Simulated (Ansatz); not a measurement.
# AlAsCl3H3: small, medium and large basis sets

The task here is to estimate one member of a computed series from the others.

The runs use Ansatz 0.2.0, Gaussian basis; one geometry, several basis sets.

Levels to be run: PBE0-D4/def2-SVP; ωB97M-V/def2-SVP; PBE0-D4/def2-QZVPP; ωB97M-V/def2-QZVPP; the functionals' def2-TZVPP values are taken from earlier runs.

## Structure used throughout

An earlier PBE0-D4 in a triple-zeta def2 set relaxation fixed the geometry.

SMILES `[Cl][Al-]([Cl])([Cl])[AsH3+]`, 8 atoms, charge 0, spin multiplicity 1.

Atoms are counted from 1 here; the program's logs count them from 0.

Bond lengths: Cl1–Al2 2.104 Å, Al2–Cl3 2.104 Å, Al2–Cl4 2.104 Å, Al2–As5 2.579 Å, As5–H6 1.503 Å, As5–H7 1.503 Å, As5–H8 1.503 Å. Angles: Cl1–Al2–Cl3 117.3°, Cl1–Al2–Cl4 117.3°, Cl1–Al2–As5 99.6°, Cl3–Al2–Cl4 117.3°, Cl3–Al2–As5 99.6°, Cl4–Al2–As5 99.6°, Al2–As5–H6 118.3°, Al2–As5–H7 118.4°, Al2–As5–H8 118.4°, H6–As5–H7 99.3°, H6–As5–H8 99.3°, H7–As5–H8 99.3°.

Set-up of the first run:

in.yaml reads:

```yaml
crystal:
  periodic: [false, false, false]
  atoms:
    - {symbol: Cl, position_ang: [-0.039856, -1.744242, 2.099364]}
    - {symbol: Al, position_ang: [0.442613, -1.362598, 0.087511]}
    - {symbol: Cl, position_ang: [2.477725, -1.118290, -0.386254]}
    - {symbol: Cl, position_ang: [-0.792094, -2.226333, -1.380611]}
    - {symbol: As, position_ang: [-0.337002, 1.089417, -0.083516]}
    - {symbol: H, position_ang: [-1.784003, 1.398353, 0.182815]}
    - {symbol: H, position_ang: [0.299450, 2.106020, 0.822933]}
    - {symbol: H, position_ang: [-0.174632, 1.800471, -1.398142]}
basis:
  gaussian: {orbitals: def2-SVP}
hamiltonian: {xc: pbe0, dispersion: d4}
output: {orbitals: {seedname: orbitals}}
```

Run with:

```
$ ansatz run in.yaml --threads 4 --pin off --events-out ev --progress --plain --max-ram 10444MiB
```

Steps of the session up to this table: PBE0-D4 in def2-SVP; ωB97M-V in def2-SVP; PBE0-D4 in def2-QZVPP; ωB97M-V in def2-QZVPP.

One of the session's tables, all rows but one given; the rest of the session is left out.

It belongs to the step «Functionals by basis». 

| functional | basis | HOMO (eV) |
| --- | --- | --- |
| PBE0-D4 | def2-SVP | -8.48 |
| PBE0-D4 | def2-TZVPP | ? |
| PBE0-D4 | def2-QZVPP | -8.71 |
| ωB97M-V | def2-SVP | -10.66 |
| ωB97M-V | def2-TZVPP | -10.92 |
| ωB97M-V | def2-QZVPP | -10.99 |

**Question.** Estimate the row for PBE0-D4, def2-TZVPP.

The run gave: HOMO (eV): -8.66. In the column «HOMO (eV)» it lies between PBE0-D4, def2-QZVPP (-8.71) and PBE0-D4, def2-SVP (-8.48).
